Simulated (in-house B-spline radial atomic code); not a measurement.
# In¹⁰⁺: ionisation energy by several methods

How far do functionals differ on the ionisation energy of In¹⁰⁺? Each run solves In¹⁰⁺ and then the next ion ([Kr] 4d2).

Program: in-house B-spline radial atomic code version 1. Level of theory: scalar-relativistic (X2C), several functionals, spin-polarised; spherical all-electron atom at the radial basis limit. These are calculated values, not measurements, unless marked.

## (1) What is computed

| Quantity | Value |
| --- | --- |
| element | indium (Z = 49) |
| charge | +10 |
| electrons | 39 |
| configuration | [Kr] 4d3 |
| nucleus | Fermi, rms radius 4.616 fm |

The outer shells:

[Kr] 4d3
```
[Kr] core
4d [↑ ][↑ ][↑ ][  ][  ]
```

Where spins are not typed, each open shell is filled with up spins first.

## (2) PW91, a GGA

Input settings:

```ini
Z = 49
electrons = 39.0
configuration = [Kr] 4d3
hamiltonian = x2c
method = pw91,pw91
spin_polarised = True
nucleus = fermi
rms_radius = 4.6156
mass_number = 115
atomic_mass = 114.903878772
speed_of_light = 137.035999084
```

## (3) BLYP, a GGA

Changes to the settings of step 2:

```diff
@@ -4,3 +4,3 @@
 hamiltonian = x2c
-method = pw91,pw91
+method = b88,lyp
 spin_polarised = True
```

## (4) LDA (PW92)

Changes to the settings of step 3:

```diff
@@ -4,3 +4,3 @@
 hamiltonian = x2c
-method = b88,lyp
+method = lda,pw
 spin_polarised = True
```

## (5) PBE, a GGA

Changes to the settings of step 4:

```diff
@@ -4,3 +4,3 @@
 hamiltonian = x2c
-method = lda,pw
+method = pbe,pbe
 spin_polarised = True
```

## (6) Hartree-Fock

Changes to the settings of step 5:

```diff
@@ -4,3 +4,3 @@
 hamiltonian = x2c
-method = pbe,pbe
+method = hf
 spin_polarised = True
```

## (7) revTPSS, a meta-GGA

Changes to the settings of step 6:

```diff
@@ -4,3 +4,3 @@
 hamiltonian = x2c
-method = hf
+method = revtpss,revtpss
 spin_polarised = True
```

Before running: The tabulated ionisation energy is 201 ± 2.4 eV (tabulated theoretical; NIST Atomic Spectra Database). What does each method give, and which comes nearest?

The runs gave:

| method | rung | total energy (hartree) | ΔSCF (eV) | −ε highest (eV) | ΔSCF less tabulated (eV) |
| --- | --- | --- | --- | --- | --- |
| LDA (PW92) | LDA | -5843.7105 | 202.60 | 191.06 (4d up) | +1.60 |
| PW91 | GGA | -5850.0736 | 202.68 | 191.16 (4d up) | +1.68 |
| BLYP | GGA | -5849.8853 | 202.33 | 190.80 (4d up) | +1.33 |
| PBE | GGA | -5849.2246 | 202.58 | 191.07 (4d up) | +1.58 |
| revTPSS | meta-GGA | -5848.4781 | 202.48 | 191.00 (4d up) | +1.48 |
| Hartree-Fock | Hartree-Fock | -5847.4775 | 201.42 | 202.24 (4d up) | +0.42 |

Tables give 201 ± 2.4 eV (tabulated theoretical; NIST Atomic Spectra Database) for the ionisation energy. Hartree-Fock misses by +0.42 eV, the least, and PW91 by +1.68 eV (0.83 %), the most. Mean absolute error by rung (exchange-only levels left out): LDA 1.60 eV, GGA 1.53 eV, meta-GGA 1.48 eV, Hartree-Fock 0.42 eV. The table's own uncertainty is as large as these misses, so the order means little. Relativistic terms that these runs lack can be as large as the gaps between close methods, so the nearest may be so by luck. PBE is off by +1.58 eV. Spin-orbit coupling is left out. Open shells are averaged (over orientations, and over spins where the run is restricted), while tables refer to the lowest levels. For the semilocal functionals minus the highest level recovers only 94 % of their own ΔSCF value, a mark of self-interaction.
